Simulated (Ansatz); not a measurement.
# Bi2Se3: the cost of one run

Computed with Ansatz 0.2.0 (DFT PBE, scalar-relativistic, plane waves, PAW, unless a step's input says otherwise).

2 further runs of the same task are left out: 2 set aside as unsound or not needed. Runs told in other sessions of the task aren't counted.

**1. The system as given**

It takes space group R-3m (No. 166, trigonal). Conventional cell: a = 4.187 Å, b = 4.187 Å, c = 31.302 Å, α = 90.00°, β = 90.00°, γ = 120.00°. Bi (site symmetry 3m) is surrounded by 6 Se at 2.88 to 3.11 Å. Around Se (site symmetry -3m) lie 6 Bi at 3.11 Å. Se (site symmetry 3m) is surrounded by 3 Bi at 2.88 Å.

As a file:

```cif
data_structure
_symmetry_space_group_name_H-M 'P 1'
_symmetry_Int_Tables_number 1
_cell_length_a 10.7104
_cell_length_b 10.7104
_cell_length_c 10.7104
_cell_angle_alpha 22.545
_cell_angle_beta 22.545
_cell_angle_gamma 22.545
_cell_volume 158.44
loop_
_atom_site_label
_atom_site_type_symbol
_atom_site_fract_x
_atom_site_fract_y
_atom_site_fract_z
_atom_site_occupancy
Bi1 Bi 0.39559 0.39559 0.39559 1
Bi2 Bi 0.60441 0.60441 0.60441 1
Se1 Se 0.00000 0.00000 0.00000 1
Se2 Se 0.22103 0.22103 0.22103 1
Se3 Se 0.77897 0.77897 0.77897 1
```

This cell was relaxed beforehand with the same method: volume 31.69 Å³/atom, gap on the mesh 0.69 eV.

**2. Static run: bands, density of states and charges**

Input file input.yaml:

```yaml
crystal:
  lattice:
    - [2.0936564859, 1.2087731357, 10.4340296771]
    - [-2.0936564859, 1.2087731357, 10.4340296771]
    - [0.0, -2.4175462714, 10.4340296771]
  atoms:
    - { symbol: Bi, position: [0.3955941724, 0.3955941724, 0.3955941724] }
    - { symbol: Bi, position: [0.6044058276, 0.6044058276, 0.6044058276] }
    - { symbol: Se, position: [0.0, 0.0, 0.0] }
    - { symbol: Se, position: [0.2210304536, 0.2210304536, 0.2210304536] }
    - { symbol: Se, position: [0.7789695464, 0.7789695464, 0.7789695464] }
basis:
  ecutwfc: 420
kpoints:
  mp_grid: { grid: [6, 6, 6] }
  band_path:
    path:
      - [[0.0, 0.0, 0.0], [0.5, 0.5, 0.5], [0.82438599, 0.17561401, 0.5]]
      - [[0.5, -0.17561401, 0.17561401], [0.5, 0.0, 0.0], [0.0, 0.0, 0.0], [0.33780701, -0.33780701, 0.0]]
      - [[0.66219299, 0.0, 0.33780701], [0.5, 0.0, 0.5], [0.0, 0.0, 0.0]]
    npoints: 14
hamiltonian:
  xc: pbe
scf:
  occupations: { method: gaussian, width: 0.02 }
  n_extra_bands: 12
output:
  forces: true
  stress: true
  eigenvalues: true
  populations: true
  dos: { projected: true, de: 0.02, nscf_kmesh: { grid: [9, 9, 9] } }
  bader: true
  write_density: true
  write_potential: true
  elf: true
  volumetric_format: npy
```

Launch:

```console
ansatz run input.yaml --threads 2 --pin off --max-ram 5120MiB --backend cpu --events-out ev --progress --plain --runs-dir out
```

What time and memory should one allow on 2 threads of Arm Neoverse V2, shared host?

About 53 s, with a peak of 0.72 GiB.
